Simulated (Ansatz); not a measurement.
# Nb2Ru, space group Fmmm: a scan of one input key

Run with Ansatz 0.2.0 through its Python package.

The script, `edit_nb2ru.py`:
```python
import ansatz as az
import numpy as np
import pandas as pd

vectors = np.array([
    [0.0, 2.329654, 6.622188],
    [1.643766, 0.0, 6.622188],
    [1.643766, 2.329654, 0.0],
])
xtal = (
    az.Lattice.of(vectors)
    .atom("Nb", (0.339595, 0.339595, 0.660405))
    .atom("Nb", (0.660405, 0.660405, 0.339595))
    .atom("Ru", (0.0, 0.0, 0.0))
)

job = (
    xtal.calculation()
    .functional("r2scan")
    .basis(48 * az.Ry)
    .kpoints(10, 10, 10)
    .occupations(az.OccupationsMethod.FERMI_DIRAC, width=0.05)
    .band_table()
)
typed = job.input()
rows = []
for value in [2, 6, 12]:
    edited = typed.set(az.key.scf.n_extra_bands, value)
    report = az.Session.from_dict(edited).plan().execute().report
    rows.append((value, report["free_energy_ev"], report["n_iterations"], len(report["eigenvalues_ev"][0]) if "eigenvalues_ev" in report else 0))
print(pd.DataFrame(rows, columns=["extra bands", "F eV", "iterations", "bands listed"]).round(4).to_string(index=False))
print(edited.to_yaml())
```

Running `python edit_nb2ru.py` prints:
```text
 extra bands        F eV  iterations  bands listed
           2 -15018.2673           8            23
           6 -15018.2673           8            27
          12 -15018.2673           8            33
crystal:
  lattice:
    - [0.0, 2.329654, 6.622188]
    - [1.643766, 0.0, 6.622188]
    - [1.643766, 2.329654, 0.0]
  atoms:
    - { symbol: Nb, position: [0.339595, 0.339595, 0.660405] }
    - { symbol: Nb, position: [0.660405, 0.660405, 0.339595] }
    - { symbol: Ru, position: [0.0, 0.0, 0.0] }
basis:
  ecutwfc: 653.073269903712
kpoints:
  mp_grid:
    grid: [10, 10, 10]
hamiltonian:
  xc: r2scan
scf:
  occupations:
    method: fermi_dirac
    width: 0.05
  n_extra_bands: 12
output:
  eigenvalues: true
```

What to keep in mind:
- Absolute energies stand on the zero of these potentials, so only differences at equal settings mean something. A total without «per atom» is that of the whole cell that was run.
- The mesh is modest for a metal, so energies can be off by several to tens of meV an atom and pressures by half a GPa or more; differences at equal mesh fare better.
- This cell is a computed structure, which may not be the phase found in nature.
- Wall time of the script: 88 s on 1 thread of Arm Neoverse V2 (shared host), peak memory 0.86 GiB.
